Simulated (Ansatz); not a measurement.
From input file to script: Ge2H8NP, SMILES [NH2][GeH2][GeH2][PH2] in Ansatz 0.2.0.

```yaml
crystal:
  periodic: [false, false, false]
  atoms:
    - { symbol: "N", position_ang: [-1.5952, 1.4662, -0.1984] }
    - { symbol: Ge, position_ang: [-1.1927, -0.0128, 0.8622] }
    - { symbol: Ge, position_ang: [0.6068, -1.2322, -0.1367] }
    - { symbol: P, position_ang: [2.407, 0.1533, -0.3761] }
    - { symbol: H, position_ang: [-0.7329, 2.0546, -0.2313] }
    - { symbol: H, position_ang: [-2.3167, 2.0175, 0.3173] }
    - { symbol: H, position_ang: [-0.7669, 0.4656, 2.2736] }
    - { symbol: H, position_ang: [-2.44, -0.9258, 0.9746] }
    - { symbol: H, position_ang: [0.9892, -2.4314, 0.7676] }
    - { symbol: H, position_ang: [0.1665, -1.7484, -1.5302] }
    - { symbol: H, position_ang: [3.0925, -0.741, -1.2929] }
    - { symbol: H, position_ang: [1.7824, 0.9343, -1.4297] }
basis:
  gaussian: { orbitals: cc-pVDZ }
hamiltonian:
  xc: pbe
  dispersion: d4
output:
  forces: true
```

Launched from the shell:
```console
$ ansatz run input.yaml --threads 1 --pin off --max-ram 4096MiB --backend cpu --events-out ev --progress --plain --runs-dir out
Engine: ansatz 0.2.0, aarch64-unknown-linux-gnu
Functional definition: PBE
  parameter kappa = 0.804
  parameter beta = 0.06672455060314922
  exchange = pbe_x(kappa = kappa, mu = beta*pi^2/3)
  correlation = pbe_c(beta = beta)
1674 factors; their error is unknown
mean field evaluation 1: about -123912.9706 eV, gradient 6.0e1 eV
mean field evaluation 2: about -123865.1363 eV, gradient 1.3e2 eV
mean field evaluation 4: about -123920.2621 eV, gradient 8.4e0 eV
mean field evaluation 8: about -123920.5194 eV, gradient 1.5e-1 eV
mean field evaluation 16: about -123920.4890 eV, gradient 2.5e-4 eV
mean field -123920.48895050 eV, -4553.9939726065 hartree, gradient 2.2e-5 eV, S^2 0.000000; 0 other end points of the search recorded, 0 dependent functions left out
the calculation of the forces begins
reference -123920.48899484 eV, -4553.9939742362 hartree; 47, 47 occupied and 79, 79 virtual orbitals, 1674 factors
Total energy: -123920.78380039 eV, -4554.0048081401 hartree
Atom 0 at    -1.595200     1.466200    -0.198400 Å, force    -0.099209     0.551550    -0.188716 eV/Å
Atom 1 at    -1.192700    -0.012800     0.862200 Å, force    -0.071714    -0.097045     0.421901 eV/Å
Atom 2 at     0.606800    -1.232200    -0.136700 Å, force    -0.388228    -0.468678    -0.260071 eV/Å
Atom 3 at     2.407000     0.153300    -0.376100 Å, force     0.781172     0.476801    -0.012853 eV/Å
Atom 4 at    -0.732900     2.054600    -0.231300 Å, force    -0.547504    -0.112518     0.041746 eV/Å
Atom 5 at    -2.316700     2.017500     0.317300 Å, force     0.439196    -0.065256    -0.322855 eV/Å
Atom 6 at    -0.766900     0.465600     2.273600 Å, force     0.051688    -0.111067     0.360270 eV/Å
Atom 7 at    -2.440000    -0.925800     0.974600 Å, force    -0.139689     0.049609    -0.018983 eV/Å
Atom 8 at     0.989200    -2.431400     0.767600 Å, force     0.066661    -0.057464     0.024993 eV/Å
Atom 9 at     0.166500    -1.748400    -1.530200 Å, force    -0.067599    -0.172439    -0.064150 eV/Å
Atom 10 at     3.092500    -0.741000    -1.292900 Å, force    -0.078654     0.160208    -0.000094 eV/Å
Atom 11 at     1.782400     0.934300    -1.429700 Å, force     0.053880    -0.153700     0.018812 eV/Å
Dipole moment:    -0.040895     0.121156     0.034968 e Å
```

`energy.py`
```python
"""Single point of Ge2H8NP."""

import ansatz as az
from ase import Atoms
import numpy as np

atoms = Atoms(["N", "Ge", "Ge", "P", "H", "H", "H", "H", "H", "H", "H", "H"], positions=[
    [-1.5952, 1.4662, -0.1984],
    [-1.1927, -0.0128, 0.8622],
    [0.6068, -1.2322, -0.1367],
    [2.407, 0.1533, -0.3761],
    [-0.7329, 2.0546, -0.2313],
    [-2.3167, 2.0175, 0.3173],
    [-0.7669, 0.4656, 2.2736],
    [-2.44, -0.9258, 0.9746],
    [0.9892, -2.4314, 0.7676],
    [0.1665, -1.7484, -1.5302],
    [3.0925, -0.741, -1.2929],
    [1.7824, 0.9343, -1.4297],
])
molecule = az.Crystal.molecule_from_ase(atoms)

model = (
    molecule.calculation()
    .basis(gaussian="cc-pVDZ")
    .functional("pbe", dispersion="d4")
    .forces()
)
data = model.session().plan(threads=1).execute().report

print(f"E = {data['free_energy_ev']:.6f} eV = {data['free_energy_ev'] / 27.211386246:.7f} Ha")
print("converged:", data["converged"], " doubts:", data["published_state_doubts"] or "none")

symbols = [site.symbol for site in molecule.cartesian_sites]
forces = np.array(data["forces_ev_ang"])
print("largest force", round(float(np.linalg.norm(forces, axis=1).max()), 4), "eV/A, rms", round(float(np.sqrt((forces ** 2).mean())), 4))

charges = data["charge_distribution"]
print("dipole moment", round(4.803205 * float(np.linalg.norm(charges["dipole_moment_e_ang"])), 3), "D")
print("Mulliken:", [(s, round(q, 3)) for s, q in zip(symbols, charges["mulliken_charges_e"])])
```

```console
$ python energy.py
E = -123920.783800 eV = -4554.0048081 Ha
converged: True  doubts: none
largest force 0.9153 eV/A, rms 0.2742
dipole moment 0.637 D
Mulliken: [('N', -0.297), ('Ge', 0.211), ('Ge', 0.032), ('P', -0.114), ('H', 0.106), ('H', 0.11), ('H', -0.065), ('H', -0.032), ('H', -0.013), ('H', -0.016), ('H', 0.042), ('H', 0.036)]
```

Reading the output:
- Total energies depend on the basis set; only differences at equal settings carry meaning.
- The geometry is a force-field or estimated start, not a minimum of this method, and the basis set is short of its limit.
- Wall time of the script: 7.5 s on 1 thread of Arm Neoverse V1, on a shared host, peak memory 0.28 GiB.

(Lines on the test bed's own set-up are left out of the output.)
